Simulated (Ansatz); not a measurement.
# ZnBr2: how the settings move a single-point run

How sensitive is a single-point run of ZnBr2 to its settings? A reference run comes first, then six runs with altered input. The cell is built on a prototype (fluorite) and needn't be the phase found in nature.

Computed with Ansatz 0.2.0 (reference: DFT, r2SCAN, plane waves, PAW, unless a step's input says otherwise).

1 further run of the same task is left out (it didn't finish).

## 1. The system as given

The structure is cubic, space group Fm-3m (No. 225). Conventional cell: a = 6.692 Å, b = 6.692 Å, c = 6.692 Å, α = 90.00°, β = 90.00°, γ = 90.00°. Zn (site symmetry m-3m) is surrounded by 8 Br at 2.90 Å. Br (site symmetry -43m) has 4 Zn at 2.90 Å as nearest neighbours.

Coordinates:

```cif
data_structure
_symmetry_space_group_name_H-M 'P 1'
_symmetry_Int_Tables_number 1
_cell_length_a 4.7319
_cell_length_b 4.7319
_cell_length_c 4.7319
_cell_angle_alpha 60.000
_cell_angle_beta 60.000
_cell_angle_gamma 60.000
_cell_volume 74.92
loop_
_atom_site_label
_atom_site_type_symbol
_atom_site_fract_x
_atom_site_fract_y
_atom_site_fract_z
_atom_site_occupancy
Zn1 Zn 0.00000 0.00000 0.00000 1
Br1 Br 0.25000 0.25000 0.25000 1
Br2 Br 0.75000 0.75000 0.75000 1
```

## 2. Baseline

The input, input.yaml:

```yaml
crystal:
  lattice:
    - [0.0, 3.3459756228, 3.3459756228]
    - [3.3459756228, 0.0, 3.3459756228]
    - [3.3459756228, 3.3459756228, 0.0]
  atoms:
    - { symbol: Zn, position: [0.0, 0.0, 0.0] }
    - { symbol: Br, position: [0.25, 0.25, 0.25] }
    - { symbol: Br, position: [0.75, 0.75, 0.75] }
kpoints:
  mp_grid: { grid: [4, 4, 4] }
hamiltonian:
  xc: r2scan
scf:
  occupations: { method: fermi_dirac, width: 0.02 }
  n_extra_bands: 4
output:
  forces: true
  stress: true
  eigenvalues: true
  write_density: true
  write_potential: true
  elf: true
  volumetric_format: npy
```

Run with:

```sh
$ ansatz run input.yaml --threads 4 --pin off --max-ram 3686MiB --backend cpu --events-out ev --progress --plain --runs-dir out
```

## 3. Changing settings: ecutwfc 250

Edit input.yaml of step 2 so:

```diff
@@ -20,5 +20,3 @@
   eigenvalues: true
-  write_density: true
-  write_potential: true
-  elf: true
-  volumetric_format: npy
+basis:
+  ecutwfc: 250
```

## 4. Changing settings: mp_grid.grid [5, 5, 5]

Edit input.yaml of step 2 so:

```diff
@@ -10,3 +10,3 @@
 kpoints:
-  mp_grid: { grid: [4, 4, 4] }
+  mp_grid: { grid: [5, 5, 5] }
 hamiltonian:
@@ -20,5 +20 @@
   eigenvalues: true
-  write_density: true
-  write_potential: true
-  elf: true
-  volumetric_format: npy
```

## 5. Variant: mixing.ndim 1

Edit input.yaml of step 2 so:

```diff
@@ -16,2 +16,4 @@
   n_extra_bands: 4
+  mixing: { ndim: 1 }
+  max_iter: 68
 output:
@@ -20,5 +22 @@
   eigenvalues: true
-  write_density: true
-  write_potential: true
-  elf: true
-  volumetric_format: npy
```

## 6. Changing settings: ecutwfc 750

Edit input.yaml of step 2 so:

```diff
@@ -20,5 +20,3 @@
   eigenvalues: true
-  write_density: true
-  write_potential: true
-  elf: true
-  volumetric_format: npy
+basis:
+  ecutwfc: 750
```

## 7. Variant: dispersion d3bj

Edit input.yaml of step 2 so:

```diff
@@ -13,2 +13,3 @@
   xc: r2scan
+  dispersion: d3bj
 scf:
@@ -20,5 +21 @@
   eigenvalues: true
-  write_density: true
-  write_potential: true
-  elf: true
-  volumetric_format: npy
```

## 8. Changing settings: mixing.ndim 2

Edit input.yaml of step 2 so:

```diff
@@ -16,2 +16,4 @@
   n_extra_bands: 4
+  mixing: { ndim: 2 }
+  max_iter: 85
 output:
@@ -20,5 +22 @@
   eigenvalues: true
-  write_density: true
-  write_potential: true
-  elf: true
-  volumetric_format: npy
```

What does the calculation give? Wanted: for each run, ending; energy change; pressure; gap; force.

**Answer**, as computed:

```csv
run,ending,energy change,pressure (GPa),gap (eV),force (eV/Å),cycles,time
reference,converged,0,0.0,0.18,0.00,7,2.4 s
1: ecutwfc 250,converged,+450.2 meV/atom,0.3,0.25,0.00,7,1.1 s
"2: mp_grid.grid [5, 5, 5]",converged,-1.9 meV/atom,0.0,0.27,0.00,7,2.2 s
3: mixing.ndim 1,converged,0.0 meV/atom,0.0,0.18,0.00,18,2.7 s
4: ecutwfc 750,converged,-1.7 meV/atom,0.0,0.19,0.00,7,2.9 s
5: dispersion d3bj,converged,-130.0 meV/atom (offset of the dispersion model),-0.9,0.18,0.00,7,1.9 s
6: mixing.ndim 2,converged,0.0 meV/atom,0.0,0.18,0.00,12,2.2 s
```

Times don't compare one to one where runs were asked for different outputs or read a saved state (see the inputs); cycles may leave out searches for a lower state.

Residual by cycle in the longest SCF loop of each run; runs are numbered as in the table. The quantity is the density residual dr2, in eV.

```csv
cycle,reference,run 1,run 2,run 3,run 4,run 5,run 6
1,0.0976,0.0624,0.0949,0.0976,0.0971,0.0976,0.0976
3,0.00189,0.00443,0.00198,0.00511,0.00187,0.00189,0.0044
4,1.6e-4,4.1e-5,1.3e-4,0.00129,1.9e-4,1.6e-4,7.4e-4
6,8.4e-8,1.7e-7,7.6e-8,1.5e-4,6.2e-8,8.4e-8,6.9e-5
7,1.7e-9,4.7e-9,2.7e-9,5.8e-5,5.3e-9,1.7e-9,2.5e-5
9,-,-,-,8.0e-6,-,-,1.9e-6
10,-,-,-,3.1e-6,-,-,6.2e-7
12,-,-,-,5.0e-7,-,-,3.5e-8
13,-,-,-,2.0e-7,-,-,-
15,-,-,-,3.5e-8,-,-,-
16,-,-,-,1.4e-8,-,-,-
18,-,-,-,2.6e-9,-,-,-
```

What this shows: Of the converged runs whose energies compare with the reference's, «ecutwfc 250» moves the energy most (+450.2 meV/atom). Run 1 ran under the cutoff that the potentials recommend, as the log warns, so basis error is mixed into its values, and swamps them where the cutoff is far short. Of the variants the dearest is «ecutwfc 750» (2.9 s), the cheapest «ecutwfc 250» (1.1 s), on a shared host.
